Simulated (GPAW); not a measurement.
Runs of GPAW 26.7.0 on AlSn. It takes space group P-6m2 (No. 187, hexagonal). The conventional cell has a = 4.198 Å, b = 4.198 Å, c = 3.307 Å, α = 90.00°, β = 90.00°, γ = 120.00°. Sn (site symmetry -6m2) has 6 Al at 2.93 Å and 2 Sn at 3.31 Å as nearest neighbours. Al (site symmetry -6m2) is surrounded by 6 Sn at 2.93 Å and 2 Al at 3.31 Å. The cell comes from a database or a generator and needn't be the stable form of this composition.

```csv
task,level,potentials or basis,cell,k mesh,band path,band points,optimizer,fmax,max steps,gap on the mesh (eV),pressure (GPa),relaxed volume (Å³/atom)
band structure,PBEsol,"PAW data sets generated in the run's folder for this functional, pw",as given,7 × 7 × 8,"GMKGALHA,LM,KH",100,-,-,-,-,-1.9,-
band structure,LDA,"the program's PAW data sets (release 1.2.1) made for this functional, pw",as given,7 × 7 × 8,"GMKGALHA,LM,KH",100,-,-,-,-,-3.1,-
relaxation of cell and atoms,PBEsol+D3,"PAW data sets generated in the run's folder for this functional, pw",relaxed,6 × 6 × 7,-,-,BFGS,0.02 eV/Å,60,none,0.0,(a)
relaxation of cell and atoms,PBEsol,"PAW data sets generated in the run's folder for this functional, pw",relaxed,6 × 6 × 7,-,-,BFGS,0.02 eV/Å,60,none,0.0,24.27
relaxation of cell and atoms,PBEsol+D4,"PAW data sets generated in the run's folder for this functional, pw",relaxed,6 × 6 × 7,-,-,BFGS,0.02 eV/Å,60,none,0.0,(b)
relaxation of cell and atoms,PBEsol+D3(BJ),"PAW data sets generated in the run's folder for this functional, pw",relaxed,6 × 6 × 7,-,-,BFGS,0.02 eV/Å,60,none,0.0,23.40
relaxation of cell and atoms,PBEsol+D3(BJ)+ATM,"PAW data sets generated in the run's folder for this functional, pw",relaxed,6 × 6 × 7,-,-,BFGS,0.02 eV/Å,60,none,0.0,23.47
single point,PBEsol,"PAW data sets generated in the run's folder for this functional, pw","atoms moved at random, drawn with an rms of 0.05 Å",7 × 7 × 8,-,-,-,-,-,none,-1.9,-
single point,PBEsol,"PAW data sets generated in the run's folder for this functional, pw",as given,7 × 7 × 8,-,-,-,-,-,none,-1.9,-
```

Alike in all rows: no spin polarisation; cutoff (eV) 600; smearing fermi-dirac 0.05 eV.

**Question.** Estimate the missing entries.

**Answer.** (a) 23.75; (b) 23.72.

Caveats: later steps reuse the first step's grids (some runs); pairwise dispersion overbinds metals, which lowers pressure and volume (some runs); spin-orbit coupling is left out, which moves the levels of the heavy elements (some runs).

A k mesh can miss the band edges, and the runs leave out spin-orbit coupling on Sn.

A gap of «none» marks a metal or a gap under the smearing width.
